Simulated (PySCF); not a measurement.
# KSi: from the state search to spectroscopic constants

Aim: find the lowest electronic state of KSi, scan its bond at several levels of theory, and get bond length, wavenumber and dissociation energy from each curve.

The runs use PySCF 2.14.0; K 6-31G(d,p), Si 6-31G(d,p), no relativity.

## (1) Set-up

Settings of the job:

| Property | Result |
| --- | --- |
| atoms | K, Si |
| charge | 0 |
| basis | K 6-31G(d,p), Si 6-31G(d,p) |
| Hamiltonian | no relativity |
| basis functions | 50 |
| electrons treated | 33 |
| masses in u | 38.9637, 27.9769 |
| levels | PBE0, PBE, r²SCAN, TPSSh, TPSS, PBEsol, ωB97X, HF, MP2, SCS-MP2, CCSD, CCSD(T) |
| grid | 80 radial by 434 angular points |
| occupations | held fixed by the projection of orbital angular momentum |
| dissociation limit | K + Si, each in its ground configuration |
| starting distance in angstrom | 3.060 |
| values of 2S to try | 1, 3 |

Command:

```console
$ OMP_NUM_THREADS=1 python dia.py task.json out
```

After this run come: The PBE0 curve of the state that the search chose; Excited determinants; PBE (GGA); r²SCAN; TPSSh (hybrid meta-GGA); TPSS (meta-GGA); PBEsol (GGA); ωB97X; UHF (mean field); Correlated methods on the Hartree–Fock reference.

Before running it: what results should come out? Wanted: for each run, Re; ωe; De; μ.

As calculated:

Lowest PBE0 solution found, without spin–orbit coupling: ⁴Σ⁻ (quartet), unpaired electrons σ ↑, π ↑↑. State 2 has its PBE0 minimum 0.52 eV higher, as a spin-mixed determinant (⟨S²⟩ = 1.76), so this is no gap between pure states. State 3 has its PBE0 minimum 0.52 eV higher, as a spin-mixed determinant (⟨S²⟩ = 1.76), so this is no gap between pure states. State 4 has its PBE0 minimum 0.83 eV higher. The other levels ran on the lowest alone.

| level | Re (Å) | ωe (cm⁻¹) | De (eV) | μ (D) |
| --- | --- | --- | --- | --- |
| UHF | 3.142 | 197.3 | 1.12 | -11.18 |
| UHF-MP2 | 3.094 | 196.7 | 1.31 | n/a |
| UHF-SCS-MP2 | 3.100 | 196.5 | 1.21 | n/a |
| UHF-CCSD | 3.102 | 194.3 | 1.27 | n/a |
| UHF-CCSD(T) | 3.102 | 193.5 | 1.29 | n/a |
| PBE | 3.033 | 194.1 | 1.62 | -8.74 |
| PBEsol | 3.004 | 198.6 | 1.73 | -8.82 |
| TPSS | 3.040 | 197.4 | 1.70 | -9.30 |
| r²SCAN | 3.047 | 201.6 | 1.76 | -9.84 |
| TPSSh | 3.039 | 199.8 | 1.69 | -9.58 |
| PBE0 | 3.030 | 201.1 | 1.60 | -9.61 |
| ωB97X | 3.011 | 213.9 | 1.66 | -10.63 |

De is counted to K + Si in their ground configurations. A positive dipole means K(−)Si(+).

Differences from CCSD(T) in the same basis:

| level | Re (mÅ) | ωe (%) |
| --- | --- | --- |
| UHF | +40 | +1.9 |
| UHF-MP2 | -8 | +1.6 |
| UHF-SCS-MP2 | -2 | +1.5 |
| UHF-CCSD | 0 | +0.4 |
| PBE | -69 | +0.3 |
| PBEsol | -98 | +2.6 |
| TPSS | -62 | +2.0 |
| r²SCAN | -55 | +4.2 |
| TPSSh | -63 | +3.2 |
| PBE0 | -72 | +3.9 |
| ωB97X | -91 | +10.5 |

In words: Judged by CCSD(T) in the same basis: best bond length UHF-CCSD (0 mÅ), worst PBEsol (-98 mÅ); best wavenumber PBE (+0.3 %), worst ωB97X (+10.5 %). CCSD(T) in a basis this small is itself some way from its limit, more so than the functionals. Among the levels with a De in the table, it runs from 1.12 eV (UHF) to 1.76 eV (r²SCAN).

Correlated steps freeze 10 core orbitals.
